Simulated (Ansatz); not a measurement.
# V3MoS8: the cost of one run

Method: DFT PBE, scalar-relativistic, plane waves, PAW, in Ansatz 0.2.0.

### 1 Starting point

Symmetry: R-3m, No. 166, trigonal system. Conventional cell: a = 6.676 Å, b = 6.676 Å, c = 19.311 Å, α = 90.00°, β = 90.00°, γ = 120.00°. V (site symmetry 2/m) is surrounded by 6 S at 2.51 Å. Mo (site symmetry -3m) has 6 S at 2.51 Å as nearest neighbours. S (site symmetry m) has 2 V at 2.51 Å and 1 Mo at 2.51 Å as nearest neighbours. Around S (site symmetry 3m) lie 3 V at 2.51 Å.

Structure file:

```
V Mo S
1.0
     3.33801    1.92720    6.43706
    -3.33801    1.92720    6.43706
     0.00000   -3.85440    6.43706
V Mo S
3 1 8
Direct
  0.50000 0.00000 0.00000
  0.00000 0.50000 0.00000
  0.00000 0.00000 0.50000
  0.50000 0.50000 0.50000
  0.75000 0.25000 0.75000
  0.75000 0.75000 0.25000
  0.25000 0.75000 0.75000
  0.25000 0.25000 0.25000
  0.25000 0.75000 0.25000
  0.25000 0.25000 0.75000
  0.75000 0.25000 0.25000
  0.75000 0.75000 0.75000
```

The start is an ordering of an alloy on its end members' structure types: elements ordered on the sites of the MoS2 type, V/Mo on Mo (R-3m, No. 166).

### 2 A first look at the guess

Contents of input.yaml:

```yaml
crystal:
  lattice:
    - [3.33801066, 1.92720135, 6.43706197]
    - [-3.33801066, 1.92720135, 6.43706197]
    - [0.0, -3.85440271, 6.43706197]
  atoms:
    - { symbol: V, position: [0.5, 0.0, 0.0], spin: 2.0 }
    - { symbol: V, position: [0.0, 0.5, 0.0], spin: -2.0 }
    - { symbol: V, position: [0.0, 0.0, 0.5], spin: -2.0 }
    - { symbol: Mo, position: [0.5, 0.5, 0.5], spin: 1.0 }
    - { symbol: S, position: [0.75, 0.25, 0.75] }
    - { symbol: S, position: [0.75, 0.75, 0.25] }
    - { symbol: S, position: [0.25, 0.75, 0.75] }
    - { symbol: S, position: [0.25, 0.25, 0.25] }
    - { symbol: S, position: [0.25, 0.75, 0.25] }
    - { symbol: S, position: [0.25, 0.25, 0.75] }
    - { symbol: S, position: [0.75, 0.25, 0.25] }
    - { symbol: S, position: [0.75, 0.75, 0.75] }
basis:
  ecutwfc: 420
kpoints:
  mp_grid: { grid: [3, 3, 3] }
hamiltonian:
  xc: pbe
scf:
  occupations: { method: gaussian, width: 0.1 }
  lower_state_search: "off"
output:
  forces: true
  stress: true
  eigenvalues: true
  populations: true
magnetization:
  spin_polarized: true
```

On the command line:

```console
$ ansatz run input.yaml --threads 1 --pin off --max-ram 2560MiB --backend cpu --events-out ev --progress --plain --runs-dir out
```

Q: Estimate wall time and peak memory on 1 thread of Intel Xeon Platinum 8259CL at 2.50GHz (Skylake/Cascade Lake), shared host.

About 90 s, with a peak of 0.8 GiB.
